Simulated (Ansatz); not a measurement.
# CH3AlClF: one species, many methods

One table from this session's results is given with a row withheld; the runs are named, their logs left out.

Method: functionals in def2-TZVPP, the program's frozen cores in correlated methods; program: Ansatz 0.2.0, Gaussian basis.

The runs, in order: LDA (SPW92), PBE-D4, revPBE-D4, BLYP-D4, r2SCAN-D4, B97M-V, PBE0-D4, B3LYP-D4, r2SCANh-D4, r2SCAN0-D4, HSE06-D4, BHLYP-D4, CAM-B3LYP-D4, LC-ωPBE, ωB97X-V, ωB97M-V, B2PLYP, PBE-QIDH; CCSD(T)/def2-SVP; CCSD(T)/def2-TZVPP; MP2/def2-QZVPP; extrapolation to the limit; RPA on PBE.

## The geometry

All runs share one geometry, relaxed beforehand with PBE0-D4 in a triple-zeta def2 set.

7 atoms, charge 0, spin multiplicity 1.

Atoms are counted from 1 here; the program's logs count them from 0.

Bond lengths: F1–C2 1.342 Å, C2–Al3 1.983 Å, C2–Cl4 1.922 Å, C2–H5 1.091 Å, Al3–Cl4 2.414 Å, Al3–H6 1.577 Å, Al3–H7 1.580 Å. Angles: F1–C2–Al3 122.8°, F1–C2–Cl4 108.2°, F1–C2–H5 109.0°, Al3–C2–Cl4 76.4°, Al3–C2–H5 126.2°, Cl4–C2–H5 101.7°, C2–Al3–Cl4 50.7°, C2–Al3–H6 116.7°, C2–Al3–H7 116.1°, Cl4–Al3–H6 109.4°, Cl4–Al3–H7 108.7°, H6–Al3–H7 126.8°, C2–Cl4–Al3 53.0°.

Set-up of the first run:

in.yaml reads:

```yaml
crystal:
  periodic: [false, false, false]
  atoms:
    - {symbol: F, position_ang: [-1.330488, -1.484980, 0.283245]}
    - {symbol: C, position_ang: [-0.340354, -0.819325, -0.331273]}
    - {symbol: Al, position_ang: [0.674926, 0.643596, 0.540986]}
    - {symbol: Cl, position_ang: [-1.081535, 0.773624, -1.110115]}
    - {symbol: H, position_ang: [-0.032823, -1.377113, -1.216934]}
    - {symbol: H, position_ang: [0.128434, 1.154342, 1.929417]}
    - {symbol: H, position_ang: [2.043040, 1.041756, -0.140926]}
basis:
  gaussian: {orbitals: def2-TZVPP}
hamiltonian: {xc: lda}
output: {orbitals: {seedname: orbitals}}
```

Launch:

```bash
$ ansatz run in.yaml --threads 2 --pin off --events-out ev --progress --plain --max-ram 4352MiB
```

Steps of the session up to this table: LDA; PBE-D4 (GGA); revPBE-D4 (GGA); BLYP-D4 (GGA); r2SCAN-D4 (meta-GGA); B97M-V (meta-GGA); PBE0-D4 (hybrid); B3LYP-D4 (hybrid); r2SCANh-D4 (hybrid); r2SCAN0-D4 (hybrid); HSE06-D4 (hybrid); BHLYP-D4 (hybrid); CAM-B3LYP-D4 (range-separated); LC-ωPBE (range-separated); ωB97X-V (range-separated); ωB97M-V (range-separated); B2PLYP (double hybrid); PBE-QIDH (double hybrid).

One of the session's tables, all rows but one given; the rest of the session is left out.

It belongs to the step «Orbital energies across the functionals». 

| functional | HOMO (eV) | gap (eV) |
| --- | --- | --- |
| LDA (SPW92) | -6.89 | 4.73 |
| PBE-D4 | -6.77 | 4.84 |
| revPBE-D4 | -6.71 | 4.89 |
| BLYP-D4 | -6.68 | 4.85 |
| r2SCAN-D4 | -7.09 | 5.44 |
| B97M-V | -7.21 | 5.51 |
| PBE0-D4 | -8.17 | 7.21 |
| B3LYP-D4 | -7.96 | 6.74 |
| r2SCANh-D4 | -7.61 | 6.32 |
| r2SCAN0-D4 | -8.38 | 7.61 |
| HSE06-D4 | -7.77 | 6.43 |
| BHLYP-D4 | -9.50 | 9.38 |
| CAM-B3LYP-D4 | -9.58 | 9.59 |
| LC-ωPBE | ? | ? |
| ωB97X-V | -10.57 | 11.60 |
| ωB97M-V | -10.42 | 11.16 |

**Question.** Estimate the row for LC-ωPBE.

**Answer.** HOMO (eV): -10.90; gap (eV): 12.06. In the column «HOMO (eV)» it is the lowest.
